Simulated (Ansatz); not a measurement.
# AlGaHS+ (triplet): wave-function methods side by side, cc-pVDZ

The task here is to estimate one member of a computed series from the others.

Method: cc-pVDZ, core rule «outside noble gas», up to 24 orbitals frozen; program: Ansatz 0.2.0, Gaussian basis.

The runs, in order: UHF; CCSD(T) on ROHF; CCSD(T) on UHF; BCCD(T) on ROHF; CISD as a restricted active space (open shells left free, so some higher excitations enter).

24 further runs of the same task are left out: 1 for a known fault of the program, 11 that didn't finish, 12 set aside as unsound or not needed. Runs told in other sessions of the task aren't counted.

**What is computed**

The geometry is a PBE0/def2-TZVP stationary point (not a proven minimum) of the parent state, kept for this charge and spin. No spin-orbit coupling is included. The filled d shell of Ga may be among the frozen orbitals whatever the setting's name suggests.

4 atoms, charge 1, spin multiplicity 3.

Atoms are counted from 1 here; the program's logs count them from 0.

Bond lengths: Al1–Ga2 2.388 Å, Al1–H4 1.591 Å, Ga2–S3 2.231 Å. Angles: Ga2–Al1–H4 125.8°, Al1–Ga2–S3 161.3°.

The first run:

Contents of in.yaml:

```yaml
crystal:
  periodic: [false, false, false]
  atoms:
    - {symbol: Al, position_ang: [0.000000, 0.272123, 2.378415]}
    - {symbol: Ga, position_ang: [0.000000, -0.163830, 0.030369]}
    - {symbol: S, position_ang: [0.000000, 0.153246, -2.178311]}
    - {symbol: H, position_ang: [0.000000, -0.826862, 3.528768]}
basis:
  gaussian: {orbitals: cc-pVDZ}
total_charge: 1
magnetization: {spin_polarized: true, initial_magnetization: 2}
hamiltonian: {xc: hf}
output: {orbitals: {seedname: orbitals}}
```

Run with:

```bash
$ ansatz run in.yaml --threads 1 --pin off --events-out ev --progress --plain --max-ram 2393MiB
```

Steps of the session up to this table: UHF; CCSD(T) on ROHF; CCSD(T) on UHF; BCCD(T) on ROHF; CISD as a restricted active space (open shells left free, so some higher excitations enter).

One table of the session follows, with a row left open; its other results are not shown here.

It belongs to the step «Misses and costs». 

```
  method  from RCCSD(T) (meV)
    ROHF                    ?
     UHF              +6175.1
    RMP2              +1271.8
    UMP2              +1276.1
   RCCSD               +200.9
   UCCSD               +193.4
RCCSD(T)                    0
UCCSD(T)                 -1.1
 BCCD(T)                 -0.2
```

Estimate the missing values for ROHF.

The run gave: from RCCSD(T) (meV): +6378.6. In the column «from RCCSD(T) (meV)» it is the highest.

Not comparable, so not listed: CISD as a restricted active space (open shells left free, so some higher excitations enter) (they don't share determinant, frozen orbitals or solution with the rows shown, or repeat one).

Limits of these values: Restricted and unrestricted rows rest on different reference determinants; a gap between their highest levels can come from leftover correlation error, from unlike frozen cores or from another state.
